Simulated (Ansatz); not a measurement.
# Ti2Al3N5: the cost of one run

Computed with Ansatz 0.2.0 (DFT PBE, scalar-relativistic, plane waves, PAW, unless a step's input says otherwise).

## 1. The system as given

Symmetry: I4/mmm, No. 139, tetragonal system. Conventional cell: a = 3.298 Å, b = 3.298 Å, c = 23.320 Å, α = 90.00°, β = 90.00°, γ = 90.00°. Ti (site symmetry 4mm) is surrounded by 6 N at 2.33 Å. Al (site symmetry 4mm) is surrounded by 6 N at 2.33 Å. Al (site symmetry 4/mmm) is surrounded by 6 N at 2.33 Å. Around N (site symmetry 4mm) lie 5 Al at 2.33 Å and 1 Ti at 2.33 Å. N (site symmetry 4/mmm) has 6 Al at 2.33 Å in its first shell of neighbours. N (site symmetry 4mm) is surrounded by 5 Ti at 2.33 Å and 1 Al at 2.33 Å.

Coordinates:

```
CELL_PARAMETERS angstrom
-1.64895 1.64895 11.65981
1.64895 -1.64895 11.65981
1.64895 1.64895 -11.65981
ATOMIC_POSITIONS crystal
Ti 0.80000 0.80000 0.00000
Ti 0.20000 0.20000 0.00000
Al 0.40000 0.40000 0.00000
Al 0.00000 0.00000 0.00000
Al 0.60000 0.60000 0.00000
N 0.90000 0.90000 0.00000
N 0.50000 0.50000 0.00000
N 0.10000 0.10000 0.00000
N 0.70000 0.70000 0.00000
N 0.30000 0.30000 0.00000
```

The start is an ordering of an alloy on its end members' structure types: elements ordered on the sites of the AlN type, Ti/Al on Al (I4/mmm, No. 139).

## 2. A first look at the guess

input.yaml reads:

```yaml
crystal:
  lattice:
    - [-1.64894557, 1.64894557, 11.65980598]
    - [1.64894557, -1.64894557, 11.65980598]
    - [1.64894557, 1.64894557, -11.65980598]
  atoms:
    - { symbol: Ti, position: [0.8, 0.8, 0.0], spin: 1.0 }
    - { symbol: Ti, position: [0.2, 0.2, 0.0], spin: 1.0 }
    - { symbol: Al, position: [0.4, 0.4, 0.0] }
    - { symbol: Al, position: [0.0, 0.0, 0.0] }
    - { symbol: Al, position: [0.6, 0.6, 0.0] }
    - { symbol: "N", position: [0.9, 0.9, 0.0] }
    - { symbol: "N", position: [0.5, 0.5, 0.0] }
    - { symbol: "N", position: [0.1, 0.1, 0.0] }
    - { symbol: "N", position: [0.7, 0.7, 0.0] }
    - { symbol: "N", position: [0.3, 0.3, 0.0] }
basis:
  ecutwfc: 420
kpoints:
  mp_grid: { grid: [8, 8, 8] }
hamiltonian:
  xc: pbe
scf:
  occupations: { method: gaussian, width: 0.1 }
  lower_state_search: "off"
output:
  forces: true
  stress: true
  eigenvalues: true
  populations: true
magnetization:
  spin_polarized: true
```

Started as:

```console
$ ansatz run input.yaml --threads 4 --pin off --max-ram 8192MiB --backend cpu --events-out ev --progress --plain --runs-dir out
```

**Question.** How long does this run take on 4 threads of Intel Xeon 6975P-C (Granite Rapids), shared host, and how much memory does it need?

About 12 s, with a peak of 0.77 GiB.
